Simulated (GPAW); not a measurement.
Crystal: RuAu.

```xyz
2
Lattice="3.1648 0.0000 0.0000 0.0000 3.1648 0.0000 0.0000 0.0000 3.1648" Properties=species:S:1:pos:R:3 pbc="T T T"
Ru    0.0000    0.0000    0.0000
Au    1.5824    1.5824    1.5824
```

The cell was built by a generator and needn't be a form met in nature.

Program: GPAW 26.7.0. Alike in all runs: task band structure; no spin polarisation; cell as given; k mesh 8 × 8 × 8; cutoff (eV) 600; smearing fermi-dirac 0.05 eV.

Question: Order these runs on this cell by their pressure, lowest first.
A. level AM05; potentials or basis PAW data sets generated in the run's folder for this functional, pw
B. level BLYP; potentials or basis PAW data sets generated in the run's folder for this functional, pw; eigensolver davidson
C. level SCAN; potentials or basis GPAW PAW data sets (gpaw-data 1.2.1), pw
D. level PW91; potentials or basis PAW data sets generated in the run's folder for this functional, pw
E. level revPBE; potentials or basis the program's PAW data sets (release 1.2.1) made for this functional, pw

Answer: A (-8.2 GPa), C (-6.0 GPa), D (2.5 GPa), E (4.9 GPa), B (14.0 GPa).

Caveats: with this Au data set, volumes or pressures lay over 1.5 % or 2 GPa off other programs in two to four cells of ten; the PAW data sets were made with another functional, which shifts forces and pressure a little (some runs).

Runs at the PBE level aren't shown here.
